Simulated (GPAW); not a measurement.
NiMoIrPdW:

```xyz
5
Lattice="2.7662 0.0000 0.0000 -1.3831 2.3956 0.0000 0.0000 0.0000 11.0229" Properties=species:S:1:pos:R:3 pbc="T T T"
Ni    0.0000    1.5971    6.5820
Mo    0.0000    0.0000    4.5276
Pd    1.3831    0.7985    8.7654
Ir    1.3831    0.7985    2.2002
W     0.0000    1.5971   10.9936
```

The cell was built by a generator and needn't be a form met in nature.

Base run:

| Item | Value |
| --- | --- |
| Program | GPAW 26.7.0 |
| Functional | PBE |
| Potentials or basis | GPAW PAW data sets (gpaw-data 1.2.1) |
| Cutoff | 600 eV |
| Basis | pw |
| k mesh | 8 × 8 × 2 |
| Occupations | fermi-dirac, width 0.05 eV |
| Spin | collinear spin, ferromagnetic start |
| Starting moments | [1.0, 1.0, 0.0, 0.6, 0.0] μB |

Its results: pressure 0.0 GPa; net moment 0.00 μB per cell; largest force 0.076 eV/Å.

The run is repeated on the same cell with these changes: functional from PBE to r2SCAN. What comes out?

Pressure -3.7 GPa; net moment 0.50 μB per cell; site moments Ni +0.41; Mo +0.05; Pd +0.03; Ir +0.03; W +0.00 μB; largest force 0.107 eV/Å.

Caveats: the stock nickel data set gives pressures a few GPa off other programs; the PAW data sets were made with another functional, which shifts forces and pressure a little (some runs).

Not every run made on this cell is shown here.
